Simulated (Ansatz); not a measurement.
# GePH3 (quintet): the correlation ladder, cc-pVTZ

Aim: climb from Hartree-Fock through coupled cluster and multireference methods for GePH3 (quintet) at one geometry and basis, and see what each rung misses.

Method: cc-pVTZ, core rule «outside noble gas», up to 19 orbitals frozen; program: Ansatz 0.2.0, Gaussian basis.

To be run: UHF; CCSD(T) on ROHF; CCSD(T) on UHF; BCCD(T) on ROHF; CCSDT(Q) on ROHF; CCSDT(Q) on UHF; CASSCF and NEVPT2, 12 electrons in 11 orbitals.

9 further runs of the same task are left out: 2 for a known fault of the program, 1 that didn't finish, 6 set aside as unsound or not needed. Runs told in other sessions of the task aren't counted.

## (1) The system

The geometry is a PBE0/def2-TZVP stationary point (not a proven minimum) of the parent state, kept for this charge and spin. No spin-orbit coupling is included. The filled d shell of Ge may be among the frozen orbitals whatever the setting's name suggests.

5 atoms, charge 0, spin multiplicity 5.

Atoms are counted from 1 here; the program's logs count them from 0.

Bond lengths: Ge1–P2 2.312 Å, Ge1–H3 1.539 Å, Ge1–H4 1.539 Å, Ge1–H5 1.539 Å. Angles: P2–Ge1–H3 110.1°, P2–Ge1–H4 110.1°, P2–Ge1–H5 110.1°, H3–Ge1–H4 108.8°, H3–Ge1–H5 108.8°, H4–Ge1–H5 108.8°.

## (2) UHF

Contents of in.yaml:

```yaml
crystal:
  periodic: [false, false, false]
  atoms:
    - {symbol: Ge, position_ang: [-0.656484, -0.004808, 0.000881]}
    - {symbol: P, position_ang: [1.655316, 0.012124, -0.002222]}
    - {symbol: H, position_ang: [-1.195968, 1.436850, 0.003923]}
    - {symbol: H, position_ang: [-1.178396, -0.733455, 1.252326]}
    - {symbol: H, position_ang: [-1.181787, -0.729442, -1.251475]}
basis:
  gaussian: {orbitals: cc-pVTZ}
magnetization: {spin_polarized: true, initial_magnetization: 4}
hamiltonian: {xc: hf}
output: {orbitals: {seedname: orbitals}}
```

Started as:

```
ansatz run in.yaml --threads 1 --pin off --events-out ev --progress --plain --max-ram 4096MiB --backend cpu
```

After this run come: CCSD(T) on ROHF; CCSD(T) on UHF; BCCD(T) on ROHF; CCSDT(Q) on ROHF; CCSDT(Q) on UHF; CASSCF and NEVPT2, 12 electrons in 11 orbitals.

**Question.** What will the summary of the whole plan be? Wanted: UCCSDT(Q) from the RHF energy; RMP2 from UCCSDT(Q); UMP2 from UCCSDT(Q); RCCSD from UCCSDT(Q); RCCSD(T) from UCCSDT(Q); UCCSD(T) from UCCSDT(Q); RCCSDT(Q) from UCCSDT(Q); NEVPT2 valence from UCCSDT(Q); T1 diagnostic.

The runs gave:

| quantity | value |
| --- | --- |
| UCCSDT(Q) from the ROHF energy | -7.3576 eV |
| RMP2 from UCCSDT(Q) | +137.1 kJ/mol |
| UMP2 from UCCSDT(Q) | +138.4 kJ/mol |
| RCCSD from UCCSDT(Q) | +32.6 kJ/mol |
| RCCSD(T) from UCCSDT(Q) | +6.1 kJ/mol |
| UCCSD(T) from UCCSDT(Q) | +5.6 kJ/mol |
| RCCSDT(Q) from UCCSDT(Q) | +0.6 kJ/mol |
| NEVPT2 valence from UCCSDT(Q) | +143.7 kJ/mol |
| levels within 1 kcal/mol (43 meV) | RCCSDT, UCCSDT, RCCSDT(Q) |
| T1 diagnostic | 0.027 |
| effectively unpaired electrons | 4.02 |

What this shows: RCCSD(T) misses by +6.1 kJ/mol, 0.9 % of the correlation energy. One determinant dominates. These misses are within one basis, not against nature; the frozen cores of restricted and unrestricted runs differ, which can shift their rows.
